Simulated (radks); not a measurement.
# Hf³⁺ in [Xe] 4f14 5d0.75 6d0.25: an all-electron calculation

Wanted: eigenvalues, radial structure and energy terms of the hafnium ion Hf3+.

Program: radks (a radial shooting solver on a logarithmic mesh, Libxc functionals) version 1. Level of theory: scalar-relativistic Kohn-Sham, PBE, spin-polarised, spherical densities, point nucleus; open shells are filled with parallel spins first. These are calculated values, not measurements, unless marked.

## (1) What is computed

| Quantity | Value |
| --- | --- |
| element | hafnium (Z = 72) |
| charge | +3 |
| electrons | 69 |
| configuration | [Xe] 4f14 5d0.75 6d0.25 |

## (2) Self-consistent calculation

Input:

```text
Z 72
configuration [Xe] 4f14 5d0.75 6d0.25
relativity scalar-relativistic
functional pbe,pbe
spin polarised
nucleus point
c 137.035999084
```

Run with:

```
python run_ks.py task.json out
```

This one command runs every case of the session in turn.

What does the calculation give?

The runs gave:

| quantity | value |
| --- | --- |
| total energy | -15076.4637 hartree |
| exchange-correlation share of it | 2.04 % |
| −T/E | 1.0959 |
| highest occupied level | 6d up, -12.554 eV |
| most extended occupied level | 6d up, <r> = 4.75 bohr |
| radius at density 0.001 e/bohr³ | 3.30 bohr |
| maxima of the radial density | 4 |

What this shows: 6 principal shells are occupied and 4 maxima appear in the radial density; where shells overlap, one shows as a shoulder or not at all. Relativity lifts −T/E to 1.096. This is not the tabulated ground configuration, so its levels and sizes aren't those of the ground state, and no measured value stands beside it.
